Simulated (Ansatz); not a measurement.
Molecular dynamics of Be

Input:

```yaml
accuracy: low
crystal:
  lattice:
    - [6.87, 0.0, 0.0]
    - [-3.435, 5.949595, 0.0]
    - [0.0, 0.0, 7.17686]
  atoms:
    - { symbol: Be, position: [0.0, 0.0, 0.0] }
    - { symbol: Be, position: [0.1111111, 0.2222222, 0.25] }
    - { symbol: Be, position: [0.0, 0.0, 0.5] }
    - { symbol: Be, position: [0.1111111, 0.2222222, 0.75] }
    - { symbol: Be, position: [0.0, 0.3333333, 0.0] }
    - { symbol: Be, position: [0.1111111, 0.5555556, 0.25] }
    - { symbol: Be, position: [0.0, 0.3333333, 0.5] }
    - { symbol: Be, position: [0.1111111, 0.5555556, 0.75] }
    - { symbol: Be, position: [0.0, 0.6666667, 0.0] }
    - { symbol: Be, position: [0.1111111, 0.8888889, 0.25] }
    - { symbol: Be, position: [0.0, 0.6666667, 0.5] }
    - { symbol: Be, position: [0.1111111, 0.8888889, 0.75] }
    - { symbol: Be, position: [0.3333333, 0.0, 0.0] }
    - { symbol: Be, position: [0.4444444, 0.2222222, 0.25] }
    - { symbol: Be, position: [0.3333333, 0.0, 0.5] }
    - { symbol: Be, position: [0.4444444, 0.2222222, 0.75] }
    - { symbol: Be, position: [0.3333333, 0.3333333, 0.0] }
    - { symbol: Be, position: [0.4444444, 0.5555556, 0.25] }
    - { symbol: Be, position: [0.3333333, 0.3333333, 0.5] }
    - { symbol: Be, position: [0.4444444, 0.5555556, 0.75] }
    - { symbol: Be, position: [0.3333333, 0.6666667, 0.0] }
    - { symbol: Be, position: [0.4444444, 0.8888889, 0.25] }
    - { symbol: Be, position: [0.3333333, 0.6666667, 0.5] }
    - { symbol: Be, position: [0.4444444, 0.8888889, 0.75] }
    - { symbol: Be, position: [0.6666667, 0.0, 0.0] }
    - { symbol: Be, position: [0.7777778, 0.2222222, 0.25] }
    - { symbol: Be, position: [0.6666667, 0.0, 0.5] }
    - { symbol: Be, position: [0.7777778, 0.2222222, 0.75] }
    - { symbol: Be, position: [0.6666667, 0.3333333, 0.0] }
    - { symbol: Be, position: [0.7777778, 0.5555556, 0.25] }
    - { symbol: Be, position: [0.6666667, 0.3333333, 0.5] }
    - { symbol: Be, position: [0.7777778, 0.5555556, 0.75] }
    - { symbol: Be, position: [0.6666667, 0.6666667, 0.0] }
    - { symbol: Be, position: [0.7777778, 0.8888889, 0.25] }
    - { symbol: Be, position: [0.6666667, 0.6666667, 0.5] }
    - { symbol: Be, position: [0.7777778, 0.8888889, 0.75] }
basis:
  ecutwfc: 420.0
kpoints:
  mp_grid: { grid: [2, 2, 2] }
hamiltonian:
  xc: lda
scf:
  occupations: { method: fermi_dirac, width: 0.24 }
  lower_state_search: "off"
md:
  timestep: 0.75
  n_steps: 90
  ensemble: nvt_langevin
  temperature: 2800.0
  initial_velocities: maxwell_boltzmann
  seed: 8980
  friction: 0.02
```

Launched with:

```bash
$ ansatz run input.yaml --threads 1 --pin off --max-ram 3072MiB --backend cpu --events-out ev --progress --plain --runs-dir out
```

It starts from a structure without forces on its atoms.

Output, in part (step lines):

```
md step     0: t =     0.00 fs  T =  2722.2 K  F+E_penalty+E_count = -3175.17349604 eV  E_kin = 12.667480 eV  (6 SCF iters)
md step     1: t =     0.75 fs  T =  2746.6 K  F+E_penalty+E_count = -3175.11239410 eV  E_kin = 12.781073 eV  (6 SCF iters)
md step     2: t =     1.50 fs  T =  2784.6 K  F+E_penalty+E_count = -3174.92781480 eV  E_kin = 12.957533 eV  (6 SCF iters)
md step     3: t =     2.25 fs  T =  2690.6 K  F+E_penalty+E_count = -3174.62375950 eV  E_kin = 12.520492 eV  (6 SCF iters)
md step     4: t =     3.00 fs  T =  2603.8 K  F+E_penalty+E_count = -3174.20908428 eV  E_kin = 12.116435 eV  (6 SCF iters)
md step     5: t =     3.75 fs  T =  2451.5 K  F+E_penalty+E_count = -3173.69688461 eV  E_kin = 11.407642 eV  (5 SCF iters)
md step     6: t =     4.50 fs  T =  2419.6 K  F+E_penalty+E_count = -3173.09464821 eV  E_kin = 11.259442 eV  (5 SCF iters)
md step     7: t =     5.25 fs  T =  2136.1 K  F+E_penalty+E_count = -3172.41874752 eV  E_kin = 9.940177 eV  (5 SCF iters)
md step     8: t =     6.00 fs  T =  1903.8 K  F+E_penalty+E_count = -3171.70936978 eV  E_kin = 8.859236 eV  (5 SCF iters)
md step     9: t =     6.75 fs  T =  1897.3 K  F+E_penalty+E_count = -3170.96461520 eV  E_kin = 8.828888 eV  (5 SCF iters)
md step    10: t =     7.50 fs  T =  1762.5 K  F+E_penalty+E_count = -3170.17893272 eV  E_kin = 8.201359 eV  (6 SCF iters)
md step    11: t =     8.25 fs  T =  1667.0 K  F+E_penalty+E_count = -3169.38972754 eV  E_kin = 7.757080 eV  (5 SCF iters)
md step    12: t =     9.00 fs  T =  1541.9 K  F+E_penalty+E_count = -3168.62446034 eV  E_kin = 7.174998 eV  (5 SCF iters)
md step    13: t =     9.75 fs  T =  1353.0 K  F+E_penalty+E_count = -3167.90494183 eV  E_kin = 6.295841 eV  (5 SCF iters)
md step    14: t =    10.50 fs  T =  1192.3 K  F+E_penalty+E_count = -3167.25892438 eV  E_kin = 5.548311 eV  (5 SCF iters)
md step    15: t =    11.25 fs  T =  1121.7 K  F+E_penalty+E_count = -3166.69297597 eV  E_kin = 5.219725 eV  (5 SCF iters)
md step    16: t =    12.00 fs  T =  1173.6 K  F+E_penalty+E_count = -3166.20013916 eV  E_kin = 5.461378 eV  (5 SCF iters)
md step    17: t =    12.75 fs  T =  1188.2 K  F+E_penalty+E_count = -3165.80297406 eV  E_kin = 5.528965 eV  (5 SCF iters)
md step    18: t =    13.50 fs  T =  1203.6 K  F+E_penalty+E_count = -3165.48040635 eV  E_kin = 5.600993 eV  (5 SCF iters)
md step    19: t =    14.25 fs  T =  1163.9 K  F+E_penalty+E_count = -3165.24491428 eV  E_kin = 5.416136 eV  (5 SCF iters)
md step    20: t =    15.00 fs  T =  1190.0 K  F+E_penalty+E_count = -3165.12507971 eV  E_kin = 5.537492 eV  (6 SCF iters)
md step    21: t =    15.75 fs  T =  1186.3 K  F+E_penalty+E_count = -3165.08005615 eV  E_kin = 5.520399 eV  (5 SCF iters)
md step    22: t =    16.50 fs  T =  1240.5 K  F+E_penalty+E_count = -3165.07088453 eV  E_kin = 5.772529 eV  (5 SCF iters)
md step    23: t =    17.25 fs  T =  1238.5 K  F+E_penalty+E_count = -3165.07755719 eV  E_kin = 5.763121 eV  (5 SCF iters)
md step    24: t =    18.00 fs  T =  1321.1 K  F+E_penalty+E_count = -3165.08195494 eV  E_kin = 6.147769 eV  (5 SCF iters)
md step    25: t =    18.75 fs  T =  1376.7 K  F+E_penalty+E_count = -3165.09657841 eV  E_kin = 6.406177 eV  (5 SCF iters)
md step    26: t =    19.50 fs  T =  1536.6 K  F+E_penalty+E_count = -3165.14916682 eV  E_kin = 7.150554 eV  (5 SCF iters)
md step    27: t =    20.25 fs  T =  1578.2 K  F+E_penalty+E_count = -3165.18204231 eV  E_kin = 7.344066 eV  (5 SCF iters)
md step    28: t =    21.00 fs  T =  1497.2 K  F+E_penalty+E_count = -3165.18602007 eV  E_kin = 6.966878 eV  (5 SCF iters)
md step    29: t =    21.75 fs  T =  1555.6 K  F+E_penalty+E_count = -3165.21269554 eV  E_kin = 7.238677 eV  (5 SCF iters)
md step    30: t =    22.50 fs  T =  1520.3 K  F+E_penalty+E_count = -3165.25151359 eV  E_kin = 7.074482 eV  (6 SCF iters)
md step    31: t =    23.25 fs  T =  1454.2 K  F+E_penalty+E_count = -3165.29206488 eV  E_kin = 6.766960 eV  (5 SCF iters)
md step    32: t =    24.00 fs  T =  1452.5 K  F+E_penalty+E_count = -3165.34203621 eV  E_kin = 6.759201 eV  (5 SCF iters)
md step    33: t =    24.75 fs  T =  1453.4 K  F+E_penalty+E_count = -3165.42844140 eV  E_kin = 6.763264 eV  (5 SCF iters)
md step    34: t =    25.50 fs  T =  1555.3 K  F+E_penalty+E_count = -3165.57314878 eV  E_kin = 7.237415 eV  (5 SCF iters)
md step    35: t =    26.25 fs  T =  1605.4 K  F+E_penalty+E_count = -3165.75150528 eV  E_kin = 7.470439 eV  (5 SCF iters)
md step    36: t =    27.00 fs  T =  1664.9 K  F+E_penalty+E_count = -3165.92002832 eV  E_kin = 7.747153 eV  (5 SCF iters)
md step    37: t =    27.75 fs  T =  1756.9 K  F+E_penalty+E_count = -3166.08306485 eV  E_kin = 8.175323 eV  (5 SCF iters)
md step    38: t =    28.50 fs  T =  1781.5 K  F+E_penalty+E_count = -3166.23768168 eV  E_kin = 8.290074 eV  (5 SCF iters)
md step    39: t =    29.25 fs  T =  1704.4 K  F+E_penalty+E_count = -3166.35529907 eV  E_kin = 7.931120 eV  (5 SCF iters)
md step    40: t =    30.00 fs  T =  1743.0 K  F+E_penalty+E_count = -3166.44254466 eV  E_kin = 8.110633 eV  (6 SCF iters)
md step    41: t =    30.75 fs  T =  1684.4 K  F+E_penalty+E_count = -3166.50497862 eV  E_kin = 7.838054 eV  (5 SCF iters)
md step    42: t =    31.50 fs  T =  1731.5 K  F+E_penalty+E_count = -3166.54271180 eV  E_kin = 8.057120 eV  (5 SCF iters)
md step    43: t =    32.25 fs  T =  1795.9 K  F+E_penalty+E_count = -3166.55615840 eV  E_kin = 8.356753 eV  (5 SCF iters)
md step    44: t =    33.00 fs  T =  1748.1 K  F+E_penalty+E_count = -3166.55302552 eV  E_kin = 8.134332 eV  (5 SCF iters)
md step    45: t =    33.75 fs  T =  2041.8 K  F+E_penalty+E_count = -3166.51843819 eV  E_kin = 9.501438 eV  (5 SCF iters)
md step    46: t =    34.50 fs  T =  2038.9 K  F+E_penalty+E_count = -3166.44706921 eV  E_kin = 9.487623 eV  (5 SCF iters)
md step    47: t =    35.25 fs  T =  2044.6 K  F+E_penalty+E_count = -3166.35463341 eV  E_kin = 9.514257 eV  (5 SCF iters)
md step    48: t =    36.00 fs  T =  2183.7 K  F+E_penalty+E_count = -3166.25401130 eV  E_kin = 10.161616 eV  (5 SCF iters)
md step    49: t =    36.75 fs  T =  2236.2 K  F+E_penalty+E_count = -3166.14748849 eV  E_kin = 10.405961 eV  (5 SCF iters)
md step    50: t =    37.50 fs  T =  2176.5 K  F+E_penalty+E_count = -3166.00621069 eV  E_kin = 10.128086 eV  (6 SCF iters)
md step    51: t =    38.25 fs  T =  2092.4 K  F+E_penalty+E_count = -3165.85217272 eV  E_kin = 9.736639 eV  (5 SCF iters)
md step    52: t =    39.00 fs  T =  2106.6 K  F+E_penalty+E_count = -3165.70692754 eV  E_kin = 9.802575 eV  (5 SCF iters)
md step    53: t =    39.75 fs  T =  1896.7 K  F+E_penalty+E_count = -3165.56738129 eV  E_kin = 8.826241 eV  (5 SCF iters)
md step    54: t =    40.50 fs  T =  2007.6 K  F+E_penalty+E_count = -3165.44833865 eV  E_kin = 9.342142 eV  (5 SCF iters)
md step    55: t =    41.25 fs  T =  2098.9 K  F+E_penalty+E_count = -3165.34547781 eV  E_kin = 9.766708 eV  (5 SCF iters)
md step    56: t =    42.00 fs  T =  2118.1 K  F+E_penalty+E_count = -3165.26399472 eV  E_kin = 9.856284 eV  (5 SCF iters)
md step    57: t =    42.75 fs  T =  2178.6 K  F+E_penalty+E_count = -3165.22124113 eV  E_kin = 10.137580 eV  (5 SCF iters)
md step    58: t =    43.50 fs  T =  2173.8 K  F+E_penalty+E_count = -3165.22659341 eV  E_kin = 10.115493 eV  (5 SCF iters)
md step    59: t =    44.25 fs  T =  2200.5 K  F+E_penalty+E_count = -3165.25323467 eV  E_kin = 10.239494 eV  (5 SCF iters)
md step    60: t =    45.00 fs  T =  2232.3 K  F+E_penalty+E_count = -3165.27207611 eV  E_kin = 10.387580 eV  (6 SCF iters)
md step    61: t =    45.75 fs  T =  2238.3 K  F+E_penalty+E_count = -3165.27656380 eV  E_kin = 10.415777 eV  (5 SCF iters)
md step    62: t =    46.50 fs  T =  2242.8 K  F+E_penalty+E_count = -3165.26136506 eV  E_kin = 10.436532 eV  (5 SCF iters)
md step    63: t =    47.25 fs  T =  2236.1 K  F+E_penalty+E_count = -3165.23738426 eV  E_kin = 10.405435 eV  (5 SCF iters)
md step    64: t =    48.00 fs  T =  2284.2 K  F+E_penalty+E_count = -3165.20586056 eV  E_kin = 10.628988 eV  (5 SCF iters)
md step    65: t =    48.75 fs  T =  2257.4 K  F+E_penalty+E_count = -3165.16853761 eV  E_kin = 10.504649 eV  (5 SCF iters)
md step    66: t =    49.50 fs  T =  2302.5 K  F+E_penalty+E_count = -3165.11244490 eV  E_kin = 10.714509 eV  (5 SCF iters)
md step    67: t =    50.25 fs  T =  2240.2 K  F+E_penalty+E_count = -3165.03025533 eV  E_kin = 10.424356 eV  (5 SCF iters)
md step    68: t =    51.00 fs  T =  2348.4 K  F+E_penalty+E_count = -3164.93991441 eV  E_kin = 10.927902 eV  (5 SCF iters)
md step    69: t =    51.75 fs  T =  2327.2 K  F+E_penalty+E_count = -3164.85778090 eV  E_kin = 10.829353 eV  (5 SCF iters)
md step    70: t =    52.50 fs  T =  2430.2 K  F+E_penalty+E_count = -3164.77239728 eV  E_kin = 11.308420 eV  (6 SCF iters)
md step    71: t =    53.25 fs  T =  2364.3 K  F+E_penalty+E_count = -3164.68446331 eV  E_kin = 11.001946 eV  (5 SCF iters)
md step    72: t =    54.00 fs  T =  2305.7 K  F+E_penalty+E_count = -3164.60614086 eV  E_kin = 10.729351 eV  (5 SCF iters)
md step    73: t =    54.75 fs  T =  2306.0 K  F+E_penalty+E_count = -3164.51976546 eV  E_kin = 10.730812 eV  (5 SCF iters)
md step    74: t =    55.50 fs  T =  2167.3 K  F+E_penalty+E_count = -3164.41338810 eV  E_kin = 10.085220 eV  (5 SCF iters)
md step    75: t =    56.25 fs  T =  2216.7 K  F+E_penalty+E_count = -3164.28225525 eV  E_kin = 10.314961 eV  (5 SCF iters)
md step    76: t =    57.00 fs  T =  2316.7 K  F+E_penalty+E_count = -3164.14144527 eV  E_kin = 10.780208 eV  (5 SCF iters)
md step    77: t =    57.75 fs  T =  2396.9 K  F+E_penalty+E_count = -3164.01544806 eV  E_kin = 11.153578 eV  (5 SCF iters)
md step    78: t =    58.50 fs  T =  2330.2 K  F+E_penalty+E_count = -3163.93571317 eV  E_kin = 10.843414 eV  (5 SCF iters)
md step    79: t =    59.25 fs  T =  2234.1 K  F+E_penalty+E_count = -3163.91894867 eV  E_kin = 10.395976 eV  (5 SCF iters)
md step    80: t =    60.00 fs  T =  2262.9 K  F+E_penalty+E_count = -3163.93927541 eV  E_kin = 10.530098 eV  (6 SCF iters)
md step    81: t =    60.75 fs  T =  2350.0 K  F+E_penalty+E_count = -3163.98414930 eV  E_kin = 10.935423 eV  (5 SCF iters)
md step    82: t =    61.50 fs  T =  2364.2 K  F+E_penalty+E_count = -3164.01461284 eV  E_kin = 11.001290 eV  (5 SCF iters)
md step    83: t =    62.25 fs  T =  2471.2 K  F+E_penalty+E_count = -3164.03687447 eV  E_kin = 11.499374 eV  (5 SCF iters)
md step    84: t =    63.00 fs  T =  2485.1 K  F+E_penalty+E_count = -3164.07329677 eV  E_kin = 11.563994 eV  (5 SCF iters)
md step    85: t =    63.75 fs  T =  2436.5 K  F+E_penalty+E_count = -3164.10347160 eV  E_kin = 11.338064 eV  (5 SCF iters)
md step    86: t =    64.50 fs  T =  2441.4 K  F+E_penalty+E_count = -3164.12207472 eV  E_kin = 11.360909 eV  (5 SCF iters)
md step    87: t =    65.25 fs  T =  2342.7 K  F+E_penalty+E_count = -3164.10098139 eV  E_kin = 10.901659 eV  (5 SCF iters)
md step    88: t =    66.00 fs  T =  2369.1 K  F+E_penalty+E_count = -3164.06307453 eV  E_kin = 11.024318 eV  (5 SCF iters)
md step    89: t =    66.75 fs  T =  2328.6 K  F+E_penalty+E_count = -3164.03417496 eV  E_kin = 10.835780 eV  (5 SCF iters)
md step    90: t =    67.50 fs  T =  2317.5 K  F+E_penalty+E_count = -3163.98248837 eV  E_kin = 10.784355 eV  (6 SCF iters)
```

All steps were run. The mean temperature of the second half is 20 % below the set value. A run of 0.068 ps of so small a system gives no equilibrium averages. Limits of this set-up: coarse k mesh, low accuracy level.

Mean squared displacements from the first frame to the last, about the centre of mass: Be 0.10 Å².

Last frame:

```xyz
36
Lattice="6.8700 0.0000 0.0000 -3.4350 5.9496 0.0000 0.0000 0.0000 7.1769" Properties=species:S:1:pos:R:3
Be 0.504 0.018 -0.052
Be 0.023 1.167 1.883
Be -0.207 -0.144 3.665
Be 0.133 1.447 5.643
Be -0.908 2.223 -0.165
Be -0.857 3.124 1.663
Be -1.004 2.155 3.651
Be -1.132 3.626 5.325
Be -2.189 4.119 0.509
Be -2.305 5.433 1.718
Be -2.287 3.811 3.440
Be -2.344 5.576 5.431
Be 2.591 0.148 -0.031
Be 2.662 1.271 1.517
Be 2.198 -0.382 4.001
Be 2.431 1.197 5.275
Be 1.276 2.184 0.123
Be 1.094 3.062 1.601
Be 1.124 1.562 3.826
Be 0.955 3.477 5.530
Be 0.421 4.024 0.034
Be -0.107 5.349 1.887
Be 0.043 4.050 3.582
Be 0.173 5.205 5.581
Be 4.696 -0.056 0.153
Be 4.820 1.591 1.530
Be 4.892 -0.359 3.824
Be 4.502 1.214 5.169
Be 3.590 2.043 0.052
Be 3.214 3.260 1.726
Be 3.486 2.028 3.482
Be 3.504 3.428 5.195
Be 2.420 4.044 -0.080
Be 2.200 5.244 2.120
Be 2.160 3.879 3.600
Be 2.568 5.637 5.409
```

The run took 9.7 min on 1 thread of Arm Neoverse V2 (shared host), peak memory 0.6 GiB.
